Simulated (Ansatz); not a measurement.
# P5C: the cost of one run

Method: DFT PBE, scalar-relativistic, plane waves, PAW, in Ansatz 0.2.0.

## 1. The starting structure

The structure is hexagonal, space group P6/mmm (No. 191). The conventional cell has a = 5.561 Å, b = 5.561 Å, c = 4.513 Å, α = 90.00°, β = 90.00°, γ = 120.00°. P (site symmetry mmm) is surrounded by 8 P at 2.77 to 2.78 Å. Around P (site symmetry -6m2) lie 6 P at 2.77 Å. Around C (site symmetry 6/mmm) lie 18 P at 3.21 to 3.58 Å.

Structure file:

```
CELL_PARAMETERS angstrom
5.56052 0.00000 0.00000
-2.78026 4.81555 0.00000
0.00000 0.00000 4.51311
ATOMIC_POSITIONS crystal
P 0.50000 0.00000 0.50000
P 0.50000 0.50000 0.50000
P 0.00000 0.50000 0.50000
P 0.33333 0.66667 0.00000
P 0.66667 0.33333 0.00000
C 0.00000 0.00000 0.00000
```

A structure generator made this guess: species swapped into a database cell of DyCo5 (P6/mmm, No. 191), with C on the Dy sites and P on the Co sites. Its size is a rough estimate.

## 2. A first look at the guess

input.yaml

```yaml
crystal:
  lattice:
    - [5.56051678, 0.0, 0.0]
    - [-2.78025839, 4.81554879, 0.0]
    - [0.0, 0.0, 4.51311273]
  atoms:
    - { symbol: P, position: [0.5, 0.0, 0.5] }
    - { symbol: P, position: [0.5, 0.5, 0.5] }
    - { symbol: P, position: [0.0, 0.5, 0.5] }
    - { symbol: P, position: [0.33333333, 0.66666667, 0.0] }
    - { symbol: P, position: [0.66666667, 0.33333333, 0.0] }
    - { symbol: C, position: [0.0, 0.0, 0.0] }
basis:
  ecutwfc: 420
kpoints:
  mp_grid: { grid: [6, 6, 4] }
hamiltonian:
  xc: pbe
scf:
  occupations: { method: gaussian, width: 0.1 }
  lower_state_search: "off"
output:
  forces: true
  stress: true
  eigenvalues: true
```

Run with:

```sh
> ansatz run input.yaml --threads 1 --pin off --max-ram 2560MiB --backend cpu --events-out ev --progress --plain --runs-dir out
```

Q: Estimate wall time and peak memory on 1 thread of Arm Neoverse V1, shared host.

About 3.8 s, with a peak of 0.34 GiB.
